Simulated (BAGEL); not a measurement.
# A workflow on CH6BNO2 (SMILES OBNCO)

Aim: a single-point energy (HF/def2-SV(P)), then the energy (NEVPT2(2,2)/def2-SV(P)), then the energy (CASPT2(2,2)/def2-SV(P)) of CH6BNO2. 

The calculation is run with BAGEL 1.2.2.

2 further runs of the same task are left out: 2 set aside as unsound or not needed.

### Step 1. The molecule

CH6BNO2 has 11 atoms, charge 0, and is taken as a singlet. SMILES: `OBNCO`. The coordinates come from a PBE0-D4/def2-TZVP relaxation. This is one conformer, not always the lowest.

Bond lengths: O1–B2 1.362 Å, B2–N3 1.416 Å, N3–C4 1.423 Å, C4–O5 1.424 Å, O1–H6 0.965 Å, B2–H7 1.197 Å, N3–H8 1.004 Å, C4–H9 1.100 Å, C4–H10 1.096 Å, O5–H11 0.962 Å. Some angles: O1–B2–N3 121.8°, B2–N3–C4 124.5°, N3–C4–O5 109.1°, O1–B2–H7 118.8°, N3–B2–H7 119.3°, B2–O1–H6 111.4°, B2–N3–H8 119.6°, C4–N3–H8 115.8°, N3–C4–H9 110.6°, N3–C4–H10 109.5°.

### Step 2. The energy at HF/def2-SV(P) (density fitting with svp-jkfit) (run 1)

Contents of hf.json:

```json
{ "bagel" : [

{
  "title" : "molecule",
  "basis" : "def2-sv_p_.json",
  "df_basis" : "svp-jkfit",
  "angstrom" : true,
  "geometry" : [
    { "atom" : "O", "xyz" : [   -0.365297,    1.867283,    0.524012 ] },
    { "atom" : "B", "xyz" : [   -0.151000,    0.776300,    1.310700 ] },
    { "atom" : "N", "xyz" : [    0.041300,   -0.514500,    0.761600 ] },
    { "atom" : "C", "xyz" : [   -0.074500,   -0.827100,   -0.621300 ] },
    { "atom" : "O", "xyz" : [    0.833500,   -0.016400,   -1.360600 ] },
    { "atom" : "H", "xyz" : [   -0.145897,    1.684683,   -0.397288 ] },
    { "atom" : "H", "xyz" : [   -0.135500,    0.915900,    2.499600 ] },
    { "atom" : "H", "xyz" : [    0.344000,   -1.265700,    1.354800 ] },
    { "atom" : "H", "xyz" : [   -1.095800,   -0.629000,   -0.978300 ] },
    { "atom" : "H", "xyz" : [    0.142100,   -1.890000,   -0.774600 ] },
    { "atom" : "H", "xyz" : [    0.672700,   -0.158500,   -2.298200 ] }
  ]
},
{
  "title" : "hf"
},
{
  "title" : "print",
  "file" : "orbitals.molden",
  "orbitals" : true
}

]}
```

The basis set def2-SV(P) is read from a file made from the Basis Set Exchange's data (not shown).

Started as:

```
$ BAGEL_NUM_THREADS=1 BAGEL hf.json > hf.out
```

The log of the run:

```text
* using 1 threads per process

  ===============================================================
  ===============================================================

  *** Geometry ***

  { "atom" : "O", "xyz" : [     -0.690311,      3.528653,      0.990239 ] },
  { "atom" : "B", "xyz" : [     -0.285349,      1.466994,      2.476864 ] },
  { "atom" : "N", "xyz" : [      0.078046,     -0.972264,      1.439215 ] },
  { "atom" : "C", "xyz" : [     -0.140785,     -1.562992,     -1.174087 ] },
  { "atom" : "O", "xyz" : [      1.575087,     -0.030992,     -2.571161 ] },
  { "atom" : "H", "xyz" : [     -0.275705,      3.183589,     -0.750766 ] },
  { "atom" : "H", "xyz" : [     -0.256058,      1.730800,      4.723559 ] },
  { "atom" : "H", "xyz" : [      0.650066,     -2.391826,      2.560201 ] },
  { "atom" : "H", "xyz" : [     -2.070762,     -1.188638,     -1.848719 ] },
  { "atom" : "H", "xyz" : [      0.268530,     -3.571582,     -1.463782 ] },
  { "atom" : "H", "xyz" : [      1.271219,     -0.299522,     -4.342969 ] },

  Number of auxiliary basis functions:      489

  Since a DF basis is specified, we compute 2- and 3-index integrals:
    o Being stored without compression. Storage requirement is 0.026 GB

  Number of basis functions:       82
  Number of electrons      :       40

    * METHOD: MOLECULE                             0.26

  *** RHF ***

  === Nuclear Repulsion ===
   177.5153312879

      * DIIS with orbital gradients will be used.

  === RHF iteration (def2-sv_p_.json) ===
      0       -269.76033969          0.02268735           0.07
      1       -269.97810654          0.01324694           0.06
      2       -270.05955755          0.00167759           0.07
      3       -270.06142031          0.00048122           0.06
      4       -270.06153652          0.00011581           0.07
      5       -270.06154599          0.00003122           0.07
      6       -270.06154687          0.00001007           0.07
      7       -270.06154699          0.00000218           0.07
      8       -270.06154699          0.00000106           0.06
      9       -270.06154699          0.00000029           0.07
     10       -270.06154699          0.00000010           0.07
     11       -270.06154699          0.00000004           0.07
     12       -270.06154699          0.00000001           0.07
     13       -270.06154699          0.00000000           0.06
    * SCF iteration converged.

    * Permanent dipole moment:
           (    0.159264,     1.340533,     0.996414) a.u.

    * METHOD: HF                                   1.12

    * METHOD: PRINT                                0.01

  ===============================================================
```

Wall time 1.9 s (1 thread of Intel Xeon 6975P-C (Granite Rapids), shared host); peak memory 0.14 GiB.

### Step 3. The energy at NEVPT2(2,2)/def2-SV(P) (density fitting with svp-jkfit) (run 2)

Contents of calc.json:

```json
{ "bagel": [

{
  "title": "molecule",
  "basis": "def2-sv_p_.json",
  "df_basis": "svp-jkfit",
  "angstrom": true,
  "geometry": [
    { "atom": "O", "xyz": [   -0.365297,    1.867283,    0.524012 ] },
    { "atom": "B", "xyz": [   -0.151000,    0.776300,    1.310700 ] },
    { "atom": "N", "xyz": [    0.041300,   -0.514500,    0.761600 ] },
    { "atom": "C", "xyz": [   -0.074500,   -0.827100,   -0.621300 ] },
    { "atom": "O", "xyz": [    0.833500,   -0.016400,   -1.360600 ] },
    { "atom": "H", "xyz": [   -0.145897,    1.684683,   -0.397288 ] },
    { "atom": "H", "xyz": [   -0.135500,    0.915900,    2.499600 ] },
    { "atom": "H", "xyz": [    0.344000,   -1.265700,    1.354800 ] },
    { "atom": "H", "xyz": [   -1.095800,   -0.629000,   -0.978300 ] },
    { "atom": "H", "xyz": [    0.142100,   -1.890000,   -0.774600 ] },
    { "atom": "H", "xyz": [    0.672700,   -0.158500,   -2.298200 ] }
  ]
},
{
  "title": "hf"
},
{
  "title": "nevpt2",
  "nstate": 1,
  "nact": 2,
  "nclosed": 19,
  "active": [7, 37],
  "maxiter": 200,
  "natocc": true,
  "ncore": 5
},
{
  "title": "print",
  "file": "orbitals.molden",
  "orbitals": true
}

]}
```

The basis set def2-SV(P) is read from a file made from the Basis Set Exchange's data (not shown).

Started as:

```
$ BAGEL_NUM_THREADS=1 BAGEL calc.json > calc.out
```

The log of the run:

```text
* using 1 threads per process

  ===============================================================
  ===============================================================

  *** Geometry ***

  { "atom" : "O", "xyz" : [     -0.690311,      3.528653,      0.990239 ] },
  { "atom" : "B", "xyz" : [     -0.285349,      1.466994,      2.476864 ] },
  { "atom" : "N", "xyz" : [      0.078046,     -0.972264,      1.439215 ] },
[... 7 lines of this table left out ...]
  { "atom" : "H", "xyz" : [      1.271219,     -0.299522,     -4.342969 ] },

  Number of auxiliary basis functions:      489

  Since a DF basis is specified, we compute 2- and 3-index integrals:
    o Being stored without compression. Storage requirement is 0.026 GB

  Number of basis functions:       82
  Number of electrons      :       40

    * METHOD: MOLECULE                             0.22

  *** RHF ***

  === Nuclear Repulsion ===
   177.5153312879

      * DIIS with orbital gradients will be used.

  === RHF iteration (def2-sv_p_.json) ===
      0       -269.76033969          0.02268735           0.06
      1       -269.97810654          0.01324694           0.07
      2       -270.05955755          0.00167759           0.06
[... 10 lines of this table left out ...]
     13       -270.06154699          0.00000000           0.05
    * SCF iteration converged.

    * Permanent dipole moment:
           (    0.159264,     1.340533,     0.996414) a.u.

    * METHOD: HF                                   1.01

    * freezing 5 orbitals
  ---------------------------
      CASSCF calculation
  ---------------------------

    ==== Active orbitals : =====
         Orbital 7
         Orbital 37
    ============================

    * nstate   :      1
    * nclosed  :     19
    * nact     :      2
    * nvirt    :     61
  === CASSCF iteration (def2-sv_p_.json) ===

    * Using the second-order algorithm

      0  0      -270.06161849     1.91e-05      0.02

      1  0      -270.06224048     1.31e-04      0.18
[... 21 lines of this table left out ...]
     12  0      -270.07625227     9.77e-09      0.20

    * Second-order optimization converged. *

     guess   0:   closed 1.                   open ..

  === FCI iteration ===

      0  0      -270.06145123     9.89e-02      0.00
      1  0      -270.07624602     1.53e-03      0.00
      2  0 *    -270.07625227     9.70e-16      0.00

     * ci vector, state   0, <S^2> = 0.0000
       2.     0.9972126208
       .2    -0.0746122565

  === DF-NEVPT2 calculation ===

    * 3-index integral transformation done
    * assembly done

      NEVPT2 correlation energy:   -0.7049083820      0.16

          (+0)     -0.6174582618
          (+0)'    -0.0414296285
          (+1)     -0.0056379726
          (+1)'    -0.0000000000
          (+2)     -0.0003163738
          (-1)     -0.0341087833
          (-1)'     0.0000000000
          (-2)     -0.0059573619

      NEVPT2 total energy:       -270.7811606558

    * METHOD: NEVPT2                               5.46

    * METHOD: PRINT                                0.01

  ===============================================================
```

It took 7.2 s on 1 thread of Intel Xeon 6975P-C (Granite Rapids), shared host; peak memory 0.14 GiB.

### Step 4. The energy at CASPT2(2,2)/def2-SV(P) (density fitting with svp-jkfit) (run 3)

Contents of input.json:

```json
{ "bagel": [

{
  "title": "molecule",
  "basis": "def2-sv_p_.json",
  "df_basis": "svp-jkfit",
  "angstrom": true,
  "geometry": [
    { "atom": "O", "xyz": [      -0.365297,       1.867283,       0.524012 ] },
    { "atom": "B", "xyz": [      -0.151000,       0.776300,       1.310700 ] },
    { "atom": "N", "xyz": [       0.041300,      -0.514500,       0.761600 ] },
    { "atom": "C", "xyz": [      -0.074500,      -0.827100,      -0.621300 ] },
    { "atom": "O", "xyz": [       0.833500,      -0.016400,      -1.360600 ] },
    { "atom": "H", "xyz": [      -0.145897,       1.684683,      -0.397288 ] },
    { "atom": "H", "xyz": [      -0.135500,       0.915900,       2.499600 ] },
    { "atom": "H", "xyz": [       0.344000,      -1.265700,       1.354800 ] },
    { "atom": "H", "xyz": [      -1.095800,      -0.629000,      -0.978300 ] },
    { "atom": "H", "xyz": [       0.142100,      -1.890000,      -0.774600 ] },
    { "atom": "H", "xyz": [       0.672700,      -0.158500,      -2.298200 ] }
  ]
},

{ "title": "hf", "charge": 0 },

{ "title": "casscf", "nstate": 1, "nact": 2, "nclosed": 19, "charge": 0, "active": [7, 37], "maxiter": 200, "natocc": true },

{ "title": "print", "file": "orbitals.molden", "orbitals": true },

{ "title": "smith", "method": "caspt2", "ms": true, "xms": true, "sssr": true, "shift": 0.2, "shift_imag": true, "ncore": 5 }

]}
```

The basis set def2-SV(P) is read from a file made from the Basis Set Exchange's data (not shown).

Started as:

```
$ BAGEL_NUM_THREADS=1 BAGEL input.json > input.out
```

The log of the run:

```text
* using 1 threads per process

  ===============================================================
  ===============================================================

  *** Geometry ***

  { "atom" : "O", "xyz" : [     -0.690311,      3.528653,      0.990239 ] },
  { "atom" : "B", "xyz" : [     -0.285349,      1.466994,      2.476864 ] },
  { "atom" : "N", "xyz" : [      0.078046,     -0.972264,      1.439215 ] },
[... 7 lines of this table left out ...]
  { "atom" : "H", "xyz" : [      1.271219,     -0.299522,     -4.342969 ] },

  Number of auxiliary basis functions:      489

  Since a DF basis is specified, we compute 2- and 3-index integrals:
    o Being stored without compression. Storage requirement is 0.026 GB

  Number of basis functions:       82
  Number of electrons      :       40

    * METHOD: MOLECULE                             0.25

  *** RHF ***

  === Nuclear Repulsion ===
   177.5153312879

      * DIIS with orbital gradients will be used.

[... 6 lines left out ...]
    * SCF iteration converged.
[... 1 line left out ...]
    * Permanent dipole moment:
[... 27 lines left out ...]
    * Second-order optimization converged. *
[... 9 lines left out ...]
     * ci vector, state   0, <S^2> = 0.0000
[... 16 lines left out ...]
    * Zeroth order energy : state  0       -1.5991344387
[... 3 lines left out ...]
      -------------------------------------------  CASPT2 iteration  ---------------------------------------------------
       #      aibj      arbs      arbi      airj      risj      airs      arst      rist         Etot      error   time
      ------------------------------------------------------------------------------------------------------------------

       0  -0.61716  -0.00697  -0.03483  -0.00662  -0.00043  -0.03627  -0.00000  -0.00000   -0.7022824  0.0026208   0.16
       1  -0.61773  -0.00707  -0.03514  -0.00685  -0.00048  -0.03756  -0.00000  -0.00000   -0.7048327  0.0004966   0.13
       2  -0.61782  -0.00707  -0.03510  -0.00687  -0.00048  -0.03763  -0.00000  -0.00000   -0.7049800  0.0000987   0.15
       3  -0.61781  -0.00707  -0.03510  -0.00686  -0.00048  -0.03766  -0.00000  -0.00000   -0.7049841  0.0000196   0.16
       4  -0.61781  -0.00707  -0.03510  -0.00686  -0.00048  -0.03766  -0.00000  -0.00000   -0.7049843  0.0000044   0.17
       5  -0.61781  -0.00707  -0.03510  -0.00686  -0.00048  -0.03766   0.00000  -0.00000   -0.7049844  0.0000009   0.16

      ------------------------------------------------------------------------------------------------------------------

    * CASPT2 energy : state  0     -270.7838479082
        w/o shift correction       -270.7812366289
        reference weight              0.8327484989

    * METHOD: SMITH                                1.28

  ===============================================================
```

Wall time 9 s (1 thread of Intel Xeon 6975P-C (Granite Rapids), shared host); peak memory 0.23 GiB.

### Step 5. Results

| quantity | value |
| --- | --- |
| run 1, HF/def2-SV(P): total energy | -270.06155 Eh |
| run 1, HF/def2-SV(P): dipole moment | 4.26 D |
| run 1, HF/def2-SV(P): HOMO energy | -11.10 eV |
| run 1, HF/def2-SV(P): LUMO energy | 4.19 eV |
| run 1, HF/def2-SV(P): HOMO–LUMO gap | 15.29 eV |
| run 2, NEVPT2(2,2)/def2-SV(P): total energy | -270.78116 Eh |
| run 3, CASPT2(2,2)/def2-SV(P): total energy | -270.78385 Eh |
